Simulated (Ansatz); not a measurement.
**GaAs+ (quartet): the correlation ladder at distance Ga1–As2 = 3.004 Å, cc-pVTZ**

How much of the correlation energy of GaAs+ (quartet) does each wave-function method recover here?

Method: cc-pVTZ, core rule «outside noble gas», up to 28 orbitals frozen; program: Ansatz 0.2.0, Gaussian basis.

Plan: UHF; CCSD(T) on ROHF; CCSD(T) on UHF; BCCD(T) on ROHF; CISD; CCSDT(Q) on ROHF; CCSDT(Q) on UHF; CASSCF and MRCISD+Q, 5 electrons in 5 orbitals; CASSCF and NEVPT2, 5 electrons in 5 orbitals; CASSCF and MRCISD+Q, 7 electrons in 8 orbitals; CASSCF and NEVPT2, 7 electrons in 8 orbitals.

15 further runs of the same task are left out: 2 for a known fault of the program, 11 that didn't finish, 2 set aside as unsound or not needed.

**1. What is computed**

The geometry derives from a PBE0/def2-TZVP stationary point (not a proven minimum). One bond is set to the value named and the two fragments are kept rigid. No spin-orbit coupling is included. The filled d shell of Ga, As may be among the frozen orbitals whatever the setting's name suggests; the logs give the count.

2 atoms, charge 1, spin multiplicity 4.

Atoms are counted from 1 here; the program's logs count them from 0.

No contacts short enough for the rule that draws bonds.

Coordinates:

```
Ga    0.0000    0.0000    0.0000
As    0.0000    0.0000    3.0040
```

**2. UHF**

File in.yaml:

```yaml
crystal:
  periodic: [false, false, false]
  atoms:
    - {symbol: Ga, position_ang: [0.000000, 0.000000, 0.000000]}
    - {symbol: As, position_ang: [0.000000, 0.000000, 3.004000]}
basis:
  gaussian: {orbitals: cc-pVTZ}
total_charge: 1
magnetization: {spin_polarized: true, initial_magnetization: 3}
hamiltonian: {xc: hf}
output: {orbitals: {seedname: orbitals}}
```

Run with:

```bash
$ ansatz run in.yaml --threads 1 --pin off --events-out ev --progress --plain --max-ram 2393MiB
```

The runs that follow: CCSD(T) on ROHF; CCSD(T) on UHF; BCCD(T) on ROHF; CISD; CCSDT(Q) on ROHF; CCSDT(Q) on UHF; CASSCF and MRCISD+Q, 5 electrons in 5 orbitals; CASSCF and NEVPT2, 5 electrons in 5 orbitals; CASSCF and MRCISD+Q, 7 electrons in 8 orbitals; CASSCF and NEVPT2, 7 electrons in 8 orbitals.

Q: Predict the results of all the runs planned. Wanted: UCCSDT(Q) below the RHF energy; RMP2 from UCCSDT(Q); UMP2 from UCCSDT(Q); RCCSD from UCCSDT(Q); RCCSD(T) from UCCSDT(Q); UCCSD(T) from UCCSDT(Q); RCCSDT(Q) from UCCSDT(Q); NEVPT2 pair from UCCSDT(Q); MRCISD+Q pair from UCCSDT(Q).

**Answer**, as computed:

| quantity | value |
| --- | --- |
| UCCSDT(Q) below the RHF energy | -3.7141 eV |
| RMP2 from UCCSDT(Q) | +835.2 meV |
| UMP2 from UCCSDT(Q) | +819.0 meV |
| RCCSD from UCCSDT(Q) | +161.9 meV |
| RCCSD(T) from UCCSDT(Q) | +45.8 meV |
| UCCSD(T) from UCCSDT(Q) | +27.7 meV |
| RCCSDT(Q) from UCCSDT(Q) | +18.2 meV |
| NEVPT2 pair from UCCSDT(Q) | +847.6 meV |
| MRCISD+Q pair from UCCSDT(Q) | +65.2 meV |
| NEVPT2 valence from UCCSDT(Q) | +568.5 meV |
| levels within 1 kcal/mol (43 meV) | UCCSD(T), RCCSDT, UCCSDT, RCCSDT(Q), MRCISD+Q valence |
| T1 diagnostic | 0.021 |
| effectively unpaired electrons | 3.05 |

**Reading.** RCCSD(T) lands +45.8 meV from the yardstick (1.2 % of the correlation energy). One determinant dominates. Of the multireference levels listed MRCISD+Q valence comes nearest in total energy (+28.6 meV), which doesn't show that its space is the better one. These misses are within one basis, not against nature; the frozen cores of restricted and unrestricted runs differ, which can shift their rows.
